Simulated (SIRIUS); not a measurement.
**MoSe: single point with PBE**

Crystal: MoSe.

```
CELL_PARAMETERS angstrom
3.47067 0.00000 0.00000
-1.73533 3.00569 0.00000
0.00000 0.00000 4.37280
ATOMIC_POSITIONS crystal
Mo 0.66667 0.33333 0.02544
Se 0.33333 0.66667 0.11843
```

The cell was built by a generator and needn't be a form met in nature.

- Program: SIRIUS 7.12.0
- Task: single point
- Functional: PBE
- Potentials or basis: all-electron FP-LAPW
- Cutoff: 284 eV
- Basis: apw+lo standard
- k mesh: 9 × 9 × 6
- Occupations: fermi-dirac, width 0.01 eV
- Spin: no spin polarisation

```json
{"Largest force": "6.092 eV/Å", "Band gap on the k mesh": "none (metal or under the smearing width)", "All electrons inside the program's atomic spheres": "Mo 38.89; Se 31.01 (radii Mo 1.96, Se 1.84 bohr)"}
```

Forces on the atoms (eV/Å):
```
Mo   0.000  0.000 -6.092
Se   0.000  0.000  6.081
```

Levels at points of the mesh, in eV from the Fermi level:
| k point | band 21 | band 22 | band 23 | band 24 | band 25 | band 26 | band 27 | band 28 |
| --- | --- | --- | --- | --- | --- | --- | --- | --- |
| (0.00, 0.00, 0.00) | -6.34 | -4.56 | -0.73 | 0.15 | 0.15 | 4.55 | 7.19 | 8.32 |
| (0.00, 0.00, 0.50) | -6.32 | -5.28 | 0.02 | 0.02 | 0.62 | 5.17 | 6.02 | 8.25 |

It took 4.1 min on 1 thread of Arm Neoverse V2, with other jobs on the host, peak memory 0.83 GiB.

Caveat: forces of over 1 eV/Å show positions far from the minimum, so gaps and moduli don't describe the material at rest.
